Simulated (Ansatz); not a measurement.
# LuPd: stiffness from strained cells

Aim: the elastic tensor from the stress of slightly strained cells, and the moduli that follow. Runs: cell and atoms relaxed (PAW); reference run (PAW); ions clamped (PAW).

Computed with Ansatz 0.2.0 (DFT PBEsol, frozen-core PAW, scalar-relativistic unless said, unless a step's input says otherwise).

1 further run of the same task is left out (it didn't finish).

## Step 1: The structure to begin with

Symmetry: Pm-3m, No. 221, cubic system. The conventional cell has a = 3.415 Å, b = 3.415 Å, c = 3.415 Å, α = 90.00°, β = 90.00°, γ = 90.00°. Lu (site symmetry m-3m) has 8 Pd at 2.96 Å as nearest neighbours. Pd (site symmetry m-3m) has 8 Lu at 2.96 Å as nearest neighbours.

Structure file:

```cif
data_structure
_symmetry_space_group_name_H-M 'P 1'
_symmetry_Int_Tables_number 1
_cell_length_a 3.4150
_cell_length_b 3.4150
_cell_length_c 3.4150
_cell_angle_alpha 90.000
_cell_angle_beta 90.000
_cell_angle_gamma 90.000
_cell_volume 39.83
loop_
_atom_site_label
_atom_site_type_symbol
_atom_site_fract_x
_atom_site_fract_y
_atom_site_fract_z
_atom_site_occupancy
Lu1 Lu 0.00000 0.00000 0.00000 1
Pd1 Pd 0.50000 0.50000 0.50000 1
```

Cartesian axes are those of the input's lattice vectors. The structure goes back to a database entry.

## Step 2: Cell and atoms relaxed, PAW

The input, input.yaml:

```yaml
crystal:
  lattice:
    - [3.415, 0.0, 0.0]
    - [0.0, 3.415, 0.0]
    - [0.0, 0.0, 3.415]
  atoms:
    - { symbol: Lu, position: [0.0, 0.0, 0.0] }
    - { symbol: Pd, position: [0.5, 0.5, 0.5] }
kpoints:
  mp_grid: { grid: [14, 14, 14] }
scf:
  occupations: { method: fermi_dirac, width: 0.1 }
hamiltonian:
  xc: pbesol
  pseudopotentials: { kind: paw }
relax:
  f_tol: 0.002
  max_steps: 80
  cell: {}
output:
  forces: true
  stress: true
  write_density: true
  write_potential: true
  elf: true
  volumetric_format: npy
```

The run is started by

```
$ ansatz run input.yaml --threads 1 --pin off --max-ram 2048MiB --backend cpu --events-out ev --progress --plain --runs-dir out
```

## Step 4: Reference run, PAW

The input, input.yaml:

```yaml
crystal:
  lattice:
    - [3.38924230343, 0.0, 0.0]
    - [0.0, 3.38924230343, 0.0]
    - [0.0, 0.0, 3.38924230343]
  atoms:
    - { symbol: Lu, position: [0.0, 0.0, 0.0] }
    - { symbol: Pd, position: [0.5, 0.5, 0.5] }
kpoints:
  mp_grid: { grid: [14, 14, 14] }
scf:
  occupations: { method: fermi_dirac, width: 0.1 }
hamiltonian:
  xc: pbesol
  pseudopotentials: { kind: paw }
elastic:
  mode: relaxed_ion
  stencil: four_point
  amplitude: 0.005
```

## Step 5: Ions clamped, PAW

Edit input.yaml of step 4 so:

```diff
@@ -16,3 +16,3 @@
 elastic:
-  mode: relaxed_ion
+  mode: clamped_ion
   stencil: four_point
```

(Steps that only read results are left out.)

What does the calculation give? Wanted: C11; C12; C44; bulk, shear and Young's modulus; Debye temperature from sound speeds; universal anisotropy index.

As calculated:

| quantity | value |
| --- | --- |
| C11 (PAW) | 167 GPa |
| C12 (PAW) | 85 GPa |
| C44 (PAW) | 46 GPa |
| bulk, shear and Young's modulus | 112, 44, 116 GPa |
| Debye temperature from sound speeds | 236 K |
| universal anisotropy index | 0.02 |

**Reading.** All eigenvalues are positive, so the crystal is mechanically stable; by PAW K = 112 and G = 44 GPa, K/G = 2.58, on the ductile side of Pugh's rough line at 1.75, which was drawn for metals. Young's modulus runs from 109 to 121 GPa with direction. Clamping the ions changes no constant by more than 1 GPa. Cautions: frozen-core PAW files fitted under PBE, their cores solved anew for the functional of the run; responses of metals move with mesh and smearing.
